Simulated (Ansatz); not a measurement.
The system is CuO2.

```
Cu O
1.0
     1.41261   -5.21075    0.00000
     1.41261    5.21075    0.00000
     0.00000    0.00000    4.34342
Cu O
2 4
Direct
  0.16725 0.83275 0.75000
  0.83275 0.16725 0.25000
  0.78897 0.21103 0.75000
  0.21103 0.78897 0.25000
  0.55149 0.44851 0.75000
  0.44851 0.55149 0.25000
```

The cell comes from a database or a generator and needn't be the stable form of this composition.

| Quantity | Value |
| --- | --- |
| Program | Ansatz 0.2.0 |
| Task | relaxation of cell and atoms |
| Functional | PBEsol |
| Potentials or basis | Ansatz PAW |
| Cutoff | 420 eV (not typed: the program's choice for these potentials) |
| k mesh | 10 × 10 × 6 |
| Occupations | fermi-dirac, width 0.05 eV |
| Spin | no spin polarisation |

At the start: volume 10.66 Å³/atom.

Task: How do energy, volume and symmetry change on relaxing?

Result: It ends after 16 steps and the volume is 9.30 Å³/atom (-12.7 %); space group Cmcm (No. 63, to 0.05 Å).

The path:
```csv
step,energy change (eV),largest force (eV/Å),volume (Å³)
1,0.0000,0.5173,63.94
2,-0.1238,0.2581,60.37
3,-0.1720,0.2093,56.26
4,-0.1703,0.0990,57.88
5,-0.1746,0.0748,57.51
6,-0.1767,0.0502,57.34
7,-0.1824,0.0204,56.71
8,-0.1830,0.0089,56.66
9,-0.1829,0.0076,56.67
10,-0.1829,0.0007,56.67
11,-0.1607,0.0025,56.67
12,-0.1677,0.0068,55.78
13,-0.1671,0.0071,55.92
14,-0.1628,0.0069,55.92
15,-0.1635,0.0034,55.81
16,-0.1629,0.0035,55.81
```

Final structure:
```xyz
6
Lattice="1.4129 -4.8424 0.0000 1.4129 4.8424 0.0000 0.0000 0.0000 4.0786" Properties=species:S:1:pos:R:3 pbc="T T T"
Cu    1.4129    3.2999    3.0589
Cu    1.4129   -3.2999    1.0196
O     1.4129   -2.8143    3.0589
O     1.4129    2.8143    1.0196
O     1.4129   -0.3153    3.0589
O     1.4129    0.3153    1.0196
```

Caveat: the plane-wave basis is chosen anew once the cell has moved, so the energies of steps on either side of that aren't comparable; the pressure holds a Pulay correction of +1.0 GPa for the finite cutoff; the run has no spin polarisation, though such a crystal can be magnetic; the PAW data sets come from PBE, with cores solved anew for the run's functional, which leaves a small shift of forces and pressure.
